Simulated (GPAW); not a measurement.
# CoNiO2 (P4/mmm) in GPAW: single point with PBE

Aim: the single point of CoNiO2 with PBE.

Everything below comes from runs of GPAW 26.7.0. Logs are shortened: lines on timing, memory, paths and dates and some standing lists are left out, and cuts for length are marked. The log counts tension as positive stress, the text compression.

**1. The crystal as given**

Symmetry: P4/mmm, No. 123, tetragonal system. Conventional cell: a = 3.014 Å, b = 3.014 Å, c = 4.222 Å, α = 90.00°, β = 90.00°, γ = 90.00°. Ni (site symmetry 4/mmm) has 6 O at 2.11 to 2.13 Å as nearest neighbours. Co (site symmetry 4/mmm) has 6 O at 2.11 to 2.13 Å as nearest neighbours. O (site symmetry 4/mmm) is surrounded by 2 Ni at 2.11 Å and 4 Co at 2.13 Å. Around O (site symmetry 4/mmm) lie 2 Co at 2.11 Å and 4 Ni at 2.13 Å.

The cell comes from a database or a generator and needn't be the stable form of this composition.

**2. Single point, PBE, collinear spin, ferromagnetic start**

Input file run.py:

```python
from ase import Atoms
from ase.dft.bandgap import bandgap
from ase.io import write
from ase.units import GPa
from gpaw import GPAW, PW

atoms = Atoms(['Ni', 'Co', 'O', 'O'],
              cell=[[3.014333, 0.0, 0.0],
                    [0.0, 3.014333, 0.0],
                    [0.0, 0.0, 4.222285]],
              scaled_positions=[[0.0, 0.0, 0.0],
                                [0.5, 0.5, 0.5],
                                [0.0, 0.0, 0.5],
                                [0.5, 0.5, 0.0]],
              pbc=True)
atoms.set_initial_magnetic_moments([2.0, 3.0, 0.0, 0.0])

calc = GPAW(mode=PW(600),
            xc='PBE',
            kpts={'size': (7, 7, 5), 'gamma': True},
            occupations={'name': 'fermi-dirac', 'width': 0.05},
            nbands=35,
            maxiter=120,
            txt='gpaw.txt')
atoms.calc = calc
energy = atoms.get_potential_energy()
forces = atoms.get_forces()
stress = atoms.get_stress()
calc.write('gs.gpw')
write('result.traj', atoms)
print(f'Energy: {energy:.6f} eV')
print('Forces (eV/A):')
print(forces.round(4))
print('Stress (GPa):', (stress / GPa).round(3))
print('Moments:', calc.get_magnetic_moments().round(3))
print('Fermi level:', round(calc.get_fermi_level(), 4), 'eV')
print(f'Gap: {bandgap(calc)[0]:.4f} eV, direct: {bandgap(calc, direct=True)[0]:.4f} eV')
```

Potentials or basis: GPAW PAW data sets (gpaw-data 1.2.1), pw.

Run with:

```
$ OMP_NUM_THREADS=1 python run.py
```

gpaw.txt:

```text
__  _  _
 | _ |_)|_||  |
 |__||  | ||/\| - 26.7.0

Input parameters:
  mode=PW(ecut=600.0),
  kpts=MonkhorstPack(size=(7, 7, 5), gamma=True),
  maxiter=120,
  nbands=35,
  occupations=Occupations(name='fermi-dirac', width=0.05),
  xc=XC(name='PBE')

Diagonalizing LCAO Hamiltonian
Converting LCAO to pw mode
   .------.
  /|      |
 * |      |
 | | Co   |
 O |      |
 | .------.
 |/  O   /
 Ni-----*

Atoms  # Å, Bohr magnetons
|   | symbol |        x |        y |        z |    initial magnetic moments |
|---|--------|----------|----------|----------|-----------------------------|
| 0 |     Ni | 0.000000 | 0.000000 | 0.000000 | ( 0.0000,  0.0000,  2.0000) |
| 1 |     Co | 1.507167 | 1.507167 | 2.111143 | ( 0.0000,  0.0000,  3.0000) |
| 2 |      O | 0.000000 | 0.000000 | 2.111143 | ( 0.0000,  0.0000,  0.0000) |
| 3 |      O | 1.507167 | 1.507167 | 0.000000 | ( 0.0000,  0.0000,  0.0000) |

Unit cell  # Å
| periodic |        x |        y |        z |  lengths |    angles |
|----------|----------|----------|----------|----------|-----------|
|      yes | 3.014333 | 0.000000 | 0.000000 | 3.014333 | 90.000000 |
|      yes | 0.000000 | 3.014333 | 0.000000 | 3.014333 | 90.000000 |
|      yes | 0.000000 | 0.000000 | 4.222285 | 4.222285 | 90.000000 |

Number of symmetries: 16
Symmetry operations  # r_c * U_cc + t_c -> r_c
|    | kind |            matrix            |
|----|------|------------------------------|
|  0 |  E   |  1, 0, 0,  0, 1, 0,  0, 0, 1 |
|  1 |  σ   |  1, 0, 0,  0, 1, 0,  0, 0,-1 |
|  2 |  σ   |  1, 0, 0,  0,-1, 0,  0, 0, 1 |
|  3 |  C2  |  1, 0, 0,  0,-1, 0,  0, 0,-1 |
|  4 |  σ   |  0, 1, 0,  1, 0, 0,  0, 0, 1 |
|  5 |  C2  |  0, 1, 0,  1, 0, 0,  0, 0,-1 |
|  6 |  C4  |  0, 1, 0, -1, 0, 0,  0, 0, 1 |
|  7 |  S4  |  0, 1, 0, -1, 0, 0,  0, 0,-1 |
|  8 |  C4  |  0,-1, 0,  1, 0, 0,  0, 0, 1 |
|  9 |  S4  |  0,-1, 0,  1, 0, 0,  0, 0,-1 |
| 10 |  σ   |  0,-1, 0, -1, 0, 0,  0, 0, 1 |
| 11 |  C2  |  0,-1, 0, -1, 0, 0,  0, 0,-1 |
| 12 |  σ   | -1, 0, 0,  0, 1, 0,  0, 0, 1 |
| 13 |  C2  | -1, 0, 0,  0, 1, 0,  0, 0,-1 |
| 14 |  C2  | -1, 0, 0,  0,-1, 0,  0, 0, 1 |
| 15 |  i   | -1, 0, 0,  0,-1, 0,  0, 0,-1 |

BZ-sampling:
  Number of BZ points: 245
  Number of IBZ points: 30

  Monkhorst-Pack size: [7, 7, 5]
  Monkhorst-Pack shift: [0, 0, 0]

K-points  # in reciprocal-cell coordinates
|     |                                coordinates |     weight |
|-----|--------------------------------------------|------------|
|   0 | (  0.00000000,   0.00000000,   0.00000000) | 0.00408163 |
|   1 | (  0.00000000,   0.00000000,   0.20000000) | 0.00816327 |
|   2 | (  0.00000000,   0.00000000,   0.40000000) | 0.00816327 |
|   3 | (  0.14285714,   0.00000000,   0.00000000) | 0.01632653 |
|   4 | (  0.14285714,   0.00000000,   0.20000000) | 0.03265306 |
|   5 | (  0.14285714,   0.00000000,   0.40000000) | 0.03265306 |
|   6 | (  0.14285714,   0.14285714,   0.00000000) | 0.01632653 |
|   7 | (  0.14285714,   0.14285714,   0.20000000) | 0.03265306 |
|   8 | (  0.14285714,   0.14285714,   0.40000000) | 0.03265306 |
|   9 | (  0.28571429,   0.00000000,   0.00000000) | 0.01632653 |
| ... |                                            |            |
|  29 | (  0.42857143,   0.42857143,   0.40000000) | 0.03265306 |

Plane wave coefficients: 1292
Cutoff: 600.0 eV

Spin-components: 2 (collinear spins)
Bands:           35
Projectors:      22
Spin-degeneracy: 1
Datatype:        complex128

Parallelization:
  kpt:    1
  domain: 1
  band:   1

Density:
  Valence electrons: 37.0
  Components: 2
  Grid points: [18 18 24]
  Charge: 0.0  # |e|

Potential:
  Grid points: [18 18 24]

species:
  Ni:
    name:    Nickel
    Z:       28.0
    valence: 16
    core:    12
    charge:  0.0  # [|e|]
    compensation charges:
      type: gauss
      rc: 0.36  # [Å]
      lmax: 2
    cutoffs:
      filter: 2.14  # [Å]
      core: 1.98  # [Å]
    projectors
    | kind |    occ | energy [eV] | rcut [Å] |
    |------|--------|-------------|----------|
    |   4s |  2.000 |      -5.642 |    1.164 |
    |   3p |  6.000 |     -71.394 |    1.207 |
    |   4p |  0.000 |      -1.226 |    1.207 |
    |   3d |  8.000 |      -8.875 |    1.138 |
    |    s |        |      21.570 |    1.164 |
    |    d |        |      18.337 |    1.138 |

    Using partial waves for Ni as LCAO basis

  Co:
    name:    Cobalt
    Z:       27.0
    valence: 9
    core:    18
    charge:  0.0  # [|e|]
    compensation charges:
      type: gauss
      rc: 0.32  # [Å]
      lmax: 2
    cutoffs:
      filter: 1.87  # [Å]
      core: 2.55  # [Å]
    projectors
    | kind |    occ | energy [eV] | rcut [Å] |
    |------|--------|-------------|----------|
    |   4s |  2.000 |      -5.469 |    1.005 |
    |   4p |  0.000 |      -1.277 |    1.058 |
    |   3d |  7.000 |      -8.205 |    1.005 |
    |    s |        |      21.742 |    1.005 |
    |    p |        |      25.934 |    1.058 |
    |    d |        |      19.007 |    1.005 |

    Using partial waves for Co as LCAO basis

  O:
    name:    Oxygen
    Z:       8.0
    valence: 6
    core:    2
    charge:  0.0  # [|e|]
    compensation charges:
      type: gauss
      rc: 0.21  # [Å]
      lmax: 2
    cutoffs:
      filter: 1.17  # [Å]
      core: 0.83  # [Å]
    projectors
    | kind |    occ | energy [eV] | rcut [Å] |
    |------|--------|-------------|----------|
    |   2s |  2.000 |     -23.961 |    0.688 |
    |   2p |  4.000 |      -9.029 |    0.598 |
    |    s |        |       3.251 |    0.688 |
    |    p |        |      18.182 |    0.598 |
    |    d |        |       0.000 |    0.619 |

    Using partial waves for O as LCAO basis

Reference energy: -83352.412955  # eV

eigensolver:
  PPCG
  Converge bands: occupied
  niter=2

density mixing:
  MSR1-Mixer
  Pratt-step length: 0.05
  Maximum mixing coefficient: 0.75
  Old densities: 10
  SVD Regularization: 0.005
  Good broyden scale: 1.0
  Trust region scale: 1.0
  Backstep threshold: 4.0
  History deletion threshold: 6.0
  Fourier metric: weight=20.0, sigma=0.015

occupation numbers:
  Fermi-Dirac:
    width: 0.0500  # eV

poisson solver:
  ecut: 4800.0  # eV

xc functional:
  name: PBE with 2 nearest neighbor stencil

convergence criteria:
- Maximum [total energy] change in last 3 cyles: 0.0005 eV / valence electron
- Maximum integral of absolute [dens]ity change: 0.0001 electrons / valence electron
- Maximum integral of absolute [eigenst]ate change: 4e-08 eV^2 / valence electron
maximum number of iterations: 120

SCF iterations
|iter     | |      energy | eigst |  dens |  magmom |
|---------|-|-------------|-------|-------|---------|
|iter:   1| |  -28.846202 | +0.17 |       |  +5.0029|
|iter:   2| |  -28.561730 | -1.73 | -0.71 |  +5.0028|
|iter:   3| |  -27.929879 | -2.96 | -0.69 |  +4.9967|
|iter:   4| |  -27.683815 | -2.48 | -0.93 |  +4.9862|
|iter:   5| |  -27.274193 | -2.41 | -0.86 |  +4.9358|
|iter:   6| |  -27.334130 | -3.28 | -1.18 |  +4.8526|
|iter:   7| |  -27.413272 | -2.98 | -1.23 |  +4.7132|
|iter:   8| |  -27.486806 | -3.53 | -1.49 |  +4.5943|
|iter:   9| |  -27.544497 | -3.24 | -1.62 |  +4.4217|
|iter:  10| |  -27.556440 | -3.75 | -1.89 |  +4.3113|
|iter:  11| |  -27.561483c| -4.03 | -1.97 |  +4.2503|
|iter:  12| |  -27.566478c| -3.99 | -2.00 |  +4.2362|
|iter:  13| |  -27.720154 | -3.18 | -2.03 |  +4.2424|
|iter:  14| |  -27.566291 | -3.24 | -1.31 |  +4.2915|
|iter:  15| |  -27.571226 | -4.36 | -2.47 |  +4.3026|
|iter:  16| |  -27.570832c| -4.76 | -2.36 |  +4.3464|
|iter:  17| |  -27.572271c| -4.84 | -2.75 |  +4.3593|
|iter:  18| |  -27.571395c| -4.77 | -2.63 |  +4.3917|
|iter:  19| |  -27.572368c| -5.17 | -3.02 |  +4.4109|
|iter:  20| |  -27.572431c| -5.97 | -2.89 |  +4.4076|
|iter:  21| |  -27.572843c| -5.51 | -3.26 |  +4.4176|
|iter:  22| |  -27.572942c| -6.15 | -3.61 |  +4.4286|
|iter:  23| |  -27.572889c| -7.01 | -3.78 |  +4.4275|
|iter:  24| |  -27.572914c| -7.92c| -4.19c|  +4.4285|

Converged in 24 steps
Energy contributions relative to reference atoms: (reference = -83352.412955)

Energy contributions:
  Kinetic:          48.361599
  Coulomb:         -41.606568
  Zero:              0.242787
  External:          0.000000
  Xc:              -34.547179
  Entropy:          -0.047107
  Spinorbit:         0.000000
  ----------------------------
  Free energy:     -27.596468
  Extrapolated:    -27.572914

dipole moment: (-14.518126, -14.518126, -20.338784)  # |e|*Ang

Total magnetic moment: (0.000000, 0.000000, 4.428525)

Local magnetic moments
|        x |        y |        z |
|----------|----------|----------|
| 0.000000 | 0.000000 | 1.507013 |  # Ni   0
| 0.000000 | 0.000000 | 2.293332 |  # Co   1
| 0.000000 | 0.000000 | 0.202884 |  # O    2
| 0.000000 | 0.000000 | 0.187638 |  # O    3

Fermi level: 8.107
Eigenvalues  # (at kpt = [0.000, 0.000, 0.000])
| band index |      eig [eV] | occ [0-1] |      eig [eV] | occ [0-1] |
|------------|---------------|-----------|---------------|-----------|
|          0 |       -56.662 |     1.000 |       -54.787 |     1.000 |
|        ... |               |           |               |           |
|         12 |         5.026 |     1.000 |         6.588 |     1.000 |
|         13 |         5.096 |     1.000 |         6.588 |     1.000 |
|         14 |         5.358 |     1.000 |         6.884 |     1.000 |
|         15 |         5.361 |     1.000 |         7.736 |     0.999 |
|         16 |         5.497 |     1.000 |         7.892 |     0.987 |
|         17 |         5.497 |     1.000 |         7.970 |     0.939 |
[... 8 lines left out ...]
|         26 |        23.779 |     0.000 |        24.262 |     0.000 |
|         27 |        25.254 |     0.000 |        25.164 |     0.000 |
|        ... |               |           |               |           |
|         34 |        32.778 |     0.000 |        33.529 |     0.000 |

No gap
No difference between direct/indirect transitions

Forces  # eV/Ang
|        x |        y |       z |
|----------|----------|---------|
| -0.00000 | -0.00000 | 0.00000 |  # Ni   0
|  0.00000 |  0.00000 | 0.00000 |  # Co   1
|  0.00000 |  0.00000 | 0.00000 |  # O    2
| -0.00000 |  0.00000 | 0.00000 |  # O    3

Stress tensor  # eV/Ang^3
|        x |        y |        z |
|----------|----------|----------|
| 0.044950 | 0.000000 | 0.000000 |
| 0.000000 | 0.044950 | 0.000000 |
| 0.000000 | 0.000000 | 0.027136 |

# Writing to gs.gpw (mode='')
```

Run time: 90 s. Hardware: 1 thread of Intel Xeon Platinum 8488C (Sapphire Rapids), shared host; peak memory 0.2 GiB.

What came out:

```
Free energy            : -27.5965 eV
Pressure               : -6.3 GPa
Band gap on the k mesh : none (metal or under the smearing width)
Net moment             : 4.43 μB per cell
Site moments           : Ni +1.51; Co +2.29; O +0.20, +0.19 μB
```

Levels at points of the mesh, in eV from the Fermi level:
Spin up:
```tsv
k point	band 18	band 19	band 20	band 21	band 22	band 23	band 24	band 25
(0.00, 0.00, 0.00)	-2.61	-2.12	-1.58	-1.58	1.00	5.71	10.01	11.69
```
Spin down:
| k point | band 12 | band 13 | band 14 | band 15 | band 16 | band 17 | band 18 | band 19 | band 20 | band 21 |
| --- | --- | --- | --- | --- | --- | --- | --- | --- | --- | --- |
| (0.00, 0.00, 0.00) | -2.46 | -1.52 | -1.52 | -1.22 | -0.37 | -0.22 | -0.14 | -0.14 | 0.28 | 0.99 |

Caveat: the cutoff is short for stress and forces, so pressures can be off by a GPa or more; the stock nickel data set gives pressures a few GPa off other programs; semilocal functionals often make such compounds metallic where correlation or magnetic order opens a gap, which also shifts bond lengths. With open d or f shells a metallic result of PBE can be an artefact of self-interaction; +U or a hybrid may open a gap.
